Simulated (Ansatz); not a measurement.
# C₆H₁₂HfO₃Si: a ladder of functionals and wavefunction methods

One table from this session's results is given with a row withheld; the runs are named, their logs left out.

The runs use Ansatz 0.2.0, Gaussian basis; functionals in def2-TZVPP, the program's frozen cores in correlated methods.

The runs, in order: LDA (SPW92), PBE-D4, revPBE-D4, BLYP-D4, r2SCAN-D4, B97M-V, PBE0-D4, B3LYP-D4, r2SCANh-D4, r2SCAN0-D4, HSE06-D4, BHLYP-D4, CAM-B3LYP-D4, LC-ωPBE, ωB97X-V, ωB97M-V, B2PLYP, PBE-QIDH; CCSD(T)/def2-SVP; CCSD(T)/def2-TZVPP; MP2/def2-QZVPP; extrapolation to the limit; RPA on PBE.

### The geometry

An earlier PBE0-D4 in a triple-zeta def2 set relaxation fixed the geometry. Hf takes the def2 core potential; no spin-orbit term is included.

SMILES `C[O][Hf]1234([OH])([OH])[C@@H]5[C@H]1[C@H]2[C@@]3([SiH3])[C@@H]54`, 23 atoms, charge 0, spin multiplicity 1.

Atoms are counted from 1 here; the program's logs count them from 0.

Bond lengths: C1–O2 1.383 Å, C1–H12 1.098 Å, C1–H13 1.096 Å, C1–H14 1.096 Å, O2–Hf3 1.924 Å, Hf3–O4 1.946 Å, Hf3–O5 1.963 Å, Hf3–C6 2.553 Å, Hf3–C7 2.546 Å, Hf3–C8 2.544 Å, Hf3–C9 2.545 Å, Hf3–C11 2.537 Å, O4–H15 0.953 Å, O5–H16 0.954 Å, C6–C7 1.412 Å, C6–C11 1.406 Å, C6–H17 1.080 Å, C7–C8 1.410 Å and more. Angles: O2–C1–H12 111.3°, O2–C1–H13 110.7°, O2–C1–H14 110.7°, H12–C1–H13 107.9°, H12–C1–H14 108.0°, H13–C1–H14 108.1°, C1–O2–Hf3 163.5°, O2–Hf3–O4 103.3°, O2–Hf3–O5 106.2°, O2–Hf3–C6 126.0°, O2–Hf3–C7 94.8°, O2–Hf3–C8 87.7°, O2–Hf3–C9 112.7°, O2–Hf3–C11 141.0°, O4–Hf3–O5 106.6°, O4–Hf3–C6 125.1°, O4–Hf3–C7 142.0°, O4–Hf3–C8 114.8° and more.

Coordinates:

```xyz
23
C6H12HfO3Si
C     0.49269    2.26525   -2.33804
O    -0.22996    1.76396   -1.27075
Hf   -0.93788    0.61426    0.09985
O    -0.46642    1.53711    1.74640
O    -2.89241    0.71110   -0.05886
C    -1.34863   -1.89616   -0.11156
C    -0.50728   -1.53920   -1.18759
C     0.73718   -1.14657   -0.65284
C     0.67787   -1.23762    0.76098
Si    2.03623   -0.84472    1.95907
C    -0.63002   -1.70471    1.08123
H     1.10432    1.48393   -2.80834
H    -0.17827    2.67383   -3.10255
H     1.16263    3.06825   -2.00956
H    -0.14331    1.46722    2.63976
H    -3.53463    1.41677   -0.07036
H    -2.38137   -2.20171   -0.18924
H    -0.77425   -1.55313   -2.23488
H     1.58648   -0.79983   -1.22524
H     1.45315   -0.38416    3.24864
H     2.91339    0.21899    1.40478
H     2.87175   -2.04338    2.23934
H    -1.01125   -1.86953    2.07977
```

The first run:

in.yaml

```yaml
crystal:
  periodic: [false, false, false]
  atoms:
    - {symbol: C, position_ang: [0.492693, 2.265249, -2.338035]}
    - {symbol: O, position_ang: [-0.229963, 1.763958, -1.270750]}
    - {symbol: Hf, position_ang: [-0.937882, 0.614264, 0.099851]}
    - {symbol: O, position_ang: [-0.466415, 1.537111, 1.746402]}
    - {symbol: O, position_ang: [-2.892406, 0.711103, -0.058861]}
    - {symbol: C, position_ang: [-1.348630, -1.896164, -0.111556]}
    - {symbol: C, position_ang: [-0.507284, -1.539200, -1.187588]}
    - {symbol: C, position_ang: [0.737176, -1.146571, -0.652841]}
    - {symbol: C, position_ang: [0.677872, -1.237619, 0.760978]}
    - {symbol: Si, position_ang: [2.036228, -0.844721, 1.959066]}
    - {symbol: C, position_ang: [-0.630019, -1.704713, 1.081234]}
    - {symbol: H, position_ang: [1.104318, 1.483931, -2.808341]}
    - {symbol: H, position_ang: [-0.178269, 2.673830, -3.102551]}
    - {symbol: H, position_ang: [1.162627, 3.068252, -2.009564]}
    - {symbol: H, position_ang: [-0.143306, 1.467224, 2.639758]}
    - {symbol: H, position_ang: [-3.534631, 1.416769, -0.070363]}
    - {symbol: H, position_ang: [-2.381375, -2.201709, -0.189242]}
    - {symbol: H, position_ang: [-0.774248, -1.553133, -2.234877]}
    - {symbol: H, position_ang: [1.586484, -0.799834, -1.225244]}
    - {symbol: H, position_ang: [1.453153, -0.384156, 3.248638]}
    - {symbol: H, position_ang: [2.913389, 0.218986, 1.404779]}
    - {symbol: H, position_ang: [2.871753, -2.043377, 2.239337]}
    - {symbol: H, position_ang: [-1.011254, -1.869533, 2.079770]}
basis:
  gaussian: {orbitals: def2-TZVPP}
hamiltonian: {xc: lda}
output: {orbitals: {seedname: orbitals}}
```

The run is started by

```bash
$ ansatz run in.yaml --threads 4 --pin off --events-out ev --progress --plain --max-ram 63488MiB --backend cuda --devices 0, --max-vram 37GiB
```

Among the steps run: LDA; PBE-D4 (GGA); revPBE-D4 (GGA); BLYP-D4 (GGA); r2SCAN-D4 (meta-GGA); B97M-V (meta-GGA); PBE0-D4 (hybrid); B3LYP-D4 (hybrid); r2SCANh-D4 (hybrid); r2SCAN0-D4 (hybrid); HSE06-D4 (hybrid); BHLYP-D4 (hybrid); CAM-B3LYP-D4 (range-separated); LC-ωPBE (range-separated); ωB97X-V (range-separated); ωB97M-V (range-separated); B2PLYP (double hybrid); PBE-QIDH (double hybrid).

One table of the session follows, with a row left open; its other results are not shown here.

It belongs to the step «Frontier levels by functional». 

| functional | HOMO (eV) | gap (eV) |
| --- | --- | --- |
| LDA (SPW92) | -6.17 | 4.91 |
| PBE-D4 | -5.99 | 4.95 |
| revPBE-D4 | -5.92 | 4.98 |
| BLYP-D4 | -5.81 | 4.94 |
| r2SCAN-D4 | -6.21 | 5.35 |
| B97M-V | ? | ? |
| PBE0-D4 | -7.12 | 6.94 |
| B3LYP-D4 | -6.87 | 6.53 |
| r2SCANh-D4 | -6.64 | 6.09 |
| r2SCAN0-D4 | -7.27 | 7.19 |
| HSE06-D4 | -6.72 | 6.18 |
| BHLYP-D4 | -8.01 | 8.74 |
| CAM-B3LYP-D4 | -8.33 | 9.17 |
| LC-ωPBE | -9.63 | 11.55 |
| ωB97X-V | -9.30 | 11.04 |
| ωB97M-V | -9.22 | 10.45 |

Estimate the missing values for B97M-V.

The run gave: HOMO (eV): -6.29; gap (eV): 5.38. In the column «HOMO (eV)» it lies between r2SCANh-D4 (-6.64) and r2SCAN-D4 (-6.21).
